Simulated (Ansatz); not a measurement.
# LaB17N18: the cost of one run

Program: Ansatz 0.2.0. Level of theory: DFT, PBE, plane-wave PAW, default files, scalar-relativistic, as far as a step names no other. These are calculated values, not measurements.

The COD entry's cell or inner coordinates are ideal or old and differ from later refinements, so a difference from it is no clean test against experiment.

### Step 1. The system as given

It takes space group P-6m2 (No. 187, hexagonal). Conventional cell: a = 7.495 Å, b = 7.495 Å, c = 6.636 Å, α = 90.00°, β = 90.00°, γ = 120.00°. La (site symmetry -6m2) is surrounded by 3 N at 1.44 Å. B (site symmetry m) has 3 N at 1.44 Å as nearest neighbours. B (site symmetry -6m2) has 3 N at 1.44 Å as nearest neighbours. B (site symmetry mm2) has 3 N at 1.44 Å as nearest neighbours. Around N (site symmetry -6m2) lie 3 B at 1.44 Å. Only part of the 14 independent sites is listed.

Structure file:

```
CELL_PARAMETERS angstrom
7.49472 0.00000 0.00000
-3.74736 6.49062 0.00000
0.00000 0.00000 6.63570
ATOMIC_POSITIONS crystal
La 0.11111 0.22222 0.25000
B 0.11111 0.55556 0.25000
B 0.11111 0.88889 0.25000
B 0.44444 0.22222 0.25000
B 0.44444 0.55556 0.25000
B 0.44444 0.88889 0.25000
B 0.77778 0.22222 0.25000
B 0.77778 0.55556 0.25000
B 0.77778 0.88889 0.25000
B 0.22222 0.11111 0.75000
B 0.22222 0.44444 0.75000
B 0.22222 0.77778 0.75000
B 0.55556 0.11111 0.75000
B 0.55556 0.44444 0.75000
B 0.55556 0.77778 0.75000
B 0.88889 0.11111 0.75000
B 0.88889 0.44444 0.75000
B 0.88889 0.77778 0.75000
N 0.11111 0.22222 0.75000
N 0.11111 0.55556 0.75000
N 0.11111 0.88889 0.75000
N 0.44444 0.22222 0.75000
N 0.44444 0.55556 0.75000
N 0.44444 0.88889 0.75000
N 0.77778 0.22222 0.75000
N 0.77778 0.55556 0.75000
N 0.77778 0.88889 0.75000
N 0.22222 0.11111 0.25000
N 0.22222 0.44444 0.25000
N 0.22222 0.77778 0.25000
N 0.55556 0.11111 0.25000
N 0.55556 0.44444 0.25000
N 0.55556 0.77778 0.25000
N 0.88889 0.11111 0.25000
N 0.88889 0.44444 0.25000
N 0.88889 0.77778 0.25000
```

Atom 1 of the input is the impurity.

### Step 2. First run, atoms as given

input.yaml

```yaml
crystal:
  lattice:
    - [7.49472, 0.0, 0.0]
    - [-3.74736, 6.4906179144, 0.0]
    - [0.0, 0.0, 6.6357]
  atoms:
    - { symbol: La, position: [0.1111111111, 0.2222222222, 0.25] }
    - { symbol: B, position: [0.1111111111, 0.5555555556, 0.25] }
    - { symbol: B, position: [0.1111111111, 0.8888888889, 0.25] }
    - { symbol: B, position: [0.4444444444, 0.2222222222, 0.25] }
    - { symbol: B, position: [0.4444444444, 0.5555555556, 0.25] }
    - { symbol: B, position: [0.4444444444, 0.8888888889, 0.25] }
    - { symbol: B, position: [0.7777777778, 0.2222222222, 0.25] }
    - { symbol: B, position: [0.7777777778, 0.5555555556, 0.25] }
    - { symbol: B, position: [0.7777777778, 0.8888888889, 0.25] }
    - { symbol: B, position: [0.2222222222, 0.1111111111, 0.75] }
    - { symbol: B, position: [0.2222222222, 0.4444444444, 0.75] }
    - { symbol: B, position: [0.2222222222, 0.7777777778, 0.75] }
    - { symbol: B, position: [0.5555555556, 0.1111111111, 0.75] }
    - { symbol: B, position: [0.5555555556, 0.4444444444, 0.75] }
    - { symbol: B, position: [0.5555555556, 0.7777777778, 0.75] }
    - { symbol: B, position: [0.8888888889, 0.1111111111, 0.75] }
    - { symbol: B, position: [0.8888888889, 0.4444444444, 0.75] }
    - { symbol: B, position: [0.8888888889, 0.7777777778, 0.75] }
    - { symbol: "N", position: [0.1111111111, 0.2222222222, 0.75] }
    - { symbol: "N", position: [0.1111111111, 0.5555555556, 0.75] }
    - { symbol: "N", position: [0.1111111111, 0.8888888889, 0.75] }
    - { symbol: "N", position: [0.4444444444, 0.2222222222, 0.75] }
    - { symbol: "N", position: [0.4444444444, 0.5555555556, 0.75] }
    - { symbol: "N", position: [0.4444444444, 0.8888888889, 0.75] }
    - { symbol: "N", position: [0.7777777778, 0.2222222222, 0.75] }
    - { symbol: "N", position: [0.7777777778, 0.5555555556, 0.75] }
    - { symbol: "N", position: [0.7777777778, 0.8888888889, 0.75] }
    - { symbol: "N", position: [0.2222222222, 0.1111111111, 0.25] }
    - { symbol: "N", position: [0.2222222222, 0.4444444444, 0.25] }
    - { symbol: "N", position: [0.2222222222, 0.7777777778, 0.25] }
    - { symbol: "N", position: [0.5555555556, 0.1111111111, 0.25] }
    - { symbol: "N", position: [0.5555555556, 0.4444444444, 0.25] }
    - { symbol: "N", position: [0.5555555556, 0.7777777778, 0.25] }
    - { symbol: "N", position: [0.8888888889, 0.1111111111, 0.25] }
    - { symbol: "N", position: [0.8888888889, 0.4444444444, 0.25] }
    - { symbol: "N", position: [0.8888888889, 0.7777777778, 0.25] }
kpoints:
  mp_grid: { grid: [3, 3, 3] }
scf:
  occupations: { method: fermi_dirac, width: 0.01 }
hamiltonian:
  xc: pbe
  pseudopotentials: { kind: paw }
output:
  forces: true
  stress: true
  populations: true
  efg:
    quadrupole_moments_barn: { La: 0.206, B: 0.04059, "N": 0.02044 }
    contact_densities: true
  write_density: true
  write_potential: true
  elf: true
  volumetric_format: npy
```

On the command line:

```console
> ansatz run input.yaml --threads 1 --pin off --max-ram 2560MiB --backend cpu --events-out ev --progress --plain --runs-dir out
```

What time and memory should one allow on 1 thread of Arm Neoverse V2, shared host?

About 45 s, with a peak of 0.66 GiB.
